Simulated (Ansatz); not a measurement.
This script for a relaxation followed by a look at the electronic structure of LuP, space group Fm-3m with the Ansatz DFT code, driven from Python holds a mistake.

`pipeline_lup.py`:
```python
"""From the given cell of LuP to a relaxed cell, its gap and its density of states."""

from dataclasses import dataclass

import ansatz as az
from ase import Atoms
import numpy as np


@dataclass(frozen=True)
class Settings:
    filling: str = "fixed"
    max_scf: int = 85


settings = Settings()


def count_gap(report):
    # lowest empty less highest filled band, counting bands; zero where they overlap
    return max(report.get("gap_by_band_count_ev") or 0.0, 0.0)


def configured(crystal, spacing):
    return (
        crystal.calculation()
        .functional(az.Functional.PBESOL)
        .pseudopotentials("paw")
        .basis(34 * az.Ry)
        .occupations(settings.filling)  # whole-number filling, right only where there is a gap
        .scf(max_iterations=settings.max_scf)
        .kpoints(spacing=spacing)  # the mesh must be finer for metals
    )


def main() -> None:
    atoms = Atoms(
        ["Lu", "P"],
        scaled_positions=[
            [0.0, 0.0, 0.0],
            [0.5, 0.5, 0.5],
        ],
        cell=[
            [0.0, 2.761857, 2.761857],
            [2.761857, 0.0, 2.761857],
            [2.761857, 2.761857, 0.0],
        ],
        pbc=True,
    )
    structure = az.Crystal.from_ase(atoms)

    relaxed = configured(structure, 0.34).relax(cell=True, force_tolerance=0.02, max_steps=40).checkpoint(write="relax.run", compress=False).run(threads=1)
    cell = np.asarray(relaxed.lattice.cell_ang)
    print("relaxed edges (A):", np.linalg.norm(cell, axis=1).round(4), " volume:", round(abs(np.linalg.det(cell)), 3), "A^3")
    for site in relaxed.lattice.sites:
        print(" ", site.symbol, np.round(site.position_frac, 4) + 0.0)

    final = az.Crystal.from_checkpoint("relax.run")
    result = configured(final, 0.26).functional("lda").stress().band_table().density_of_states(energy_step=0.05).run(threads=1)
    report = result.report
    dos = result.density_of_states()
    print(f"pressure at the relaxed cell {np.trace(report['stress_gpa']) / 3:.3f} GPa, gap by band count {count_gap(report):.3f} eV")
    if count_gap(report) == 0:
        print("states/eV at the Fermi level:", round(float(np.interp(dos.fermi_ev, dos.energies_ev, dos.spin_summed_g_bin_mean_per_ev)), 3))


if __name__ == "__main__":
    main()
```

Output of `python pipeline_lup.py`:
```text
RunWarning: iter 1: σ=0 fill of 15 bands saw a band overlap (occupied 13.0830 eV > unoccupied 11.7954 eV) — on an unconverged iterate often a transient of an unconverged empty band; one that stands at the close is told there (band_overlap_at_count); if the [...]
RunWarning: a fill by count may have filled part of one level: at k-index 12 the highest filled band, 12.250524 eV, and the lowest empty band, 12.250524 eV, stand 5.329e-15 eV apart, within the solve's uncertainty, 4.472e-6 eV. If they are one level, whatever [...]
RunWarning: the bands overlap at the fill by count (15 filled at each k-point of a channel): the highest filled level, 13.654674 eV at k-index 0, stands 1.4042 eV over the lowest empty one, 12.250524 eV at k-index 12, so that a fill of the lowest levels lies [...]
relaxed edges (A): [3.8594 3.8594 3.8594]  volume: 40.65 A^3
  Lu [0. 0. 0.]
  P [0.5 0.5 0.5]
DeckWarning: crystal.checkpoint: the structure is that of relax.run, a `relax` run, at its step 4: its result, under pbesol at a charge of 0 e; 2 atoms read, 0 with a starting moment [...]
pressure at the relaxed cell -3.058 GPa, gap by band count 0.000 eV
states/eV at the Fermi level: 0.295
```
(Warnings from the package without file and line, shortened, repeats left out.)

The script ran to its end, but the result can't be trusted. Why?

The fault: fixed occupations, though the bands overlap at this level of theory. Mended:

```diff
--- before
+++ after
@@ -11,3 +11,2 @@
 class Settings:
-    filling: str = "fixed"
     max_scf: int = 85
@@ -29,3 +28,3 @@
         .basis(34 * az.Ry)
-        .occupations(settings.filling)  # whole-number filling, right only where there is a gap
+        .occupations(az.OccupationsMethod.FERMI_DIRAC)  # smearing steadies the SCF of a metal
         .scf(max_iterations=settings.max_scf)
```

After the fix:

```console
$ python pipeline_lup.py
relaxed edges (A): [3.8515 3.8515 3.8515]  volume: 40.401 A^3
  Lu [0. 0. 0.]
  P [0.5 0.5 0.5]
DeckWarning: crystal.checkpoint: the structure is that of relax.run, a `relax` run, at its step 4: its result, under pbesol at a charge of 0 e; 2 atoms read, 0 with a starting moment [...]
pressure at the relaxed cell -2.906 GPa, gap by band count 0.000 eV
states/eV at the Fermi level: 0.171
```
(Warnings from the package without file and line, shortened.)

Caveats:
- The mesh is modest for a metal, so energies can be off by several to tens of meV an atom and pressures by half a GPa or more; differences at equal mesh fare better.
- The zero of the levels is a convention of the potentials, so an absolute Fermi energy is no work function.
- A gap by band count of zero or less means overlapping bands, a metal.
- The structure comes from a database of computed cells and needn't be a stable or known phase.
- Gaps and levels are Kohn-Sham values on a finite set of k-points, without spin-orbit coupling.
- Where the second run takes another functional or mesh than the relaxation, its pressure isn't zero; pressure is positive in compression.
- The computed bands are complete only to about 2.4 eV above the Fermi level; beyond that the density of states is undercounted.
- Wall time of the script: 7.2 s on 1 thread of Arm Neoverse V2, on a shared host, peak memory 0.41 GiB.

(Lines on the test bed's own set-up are left out of the output.)
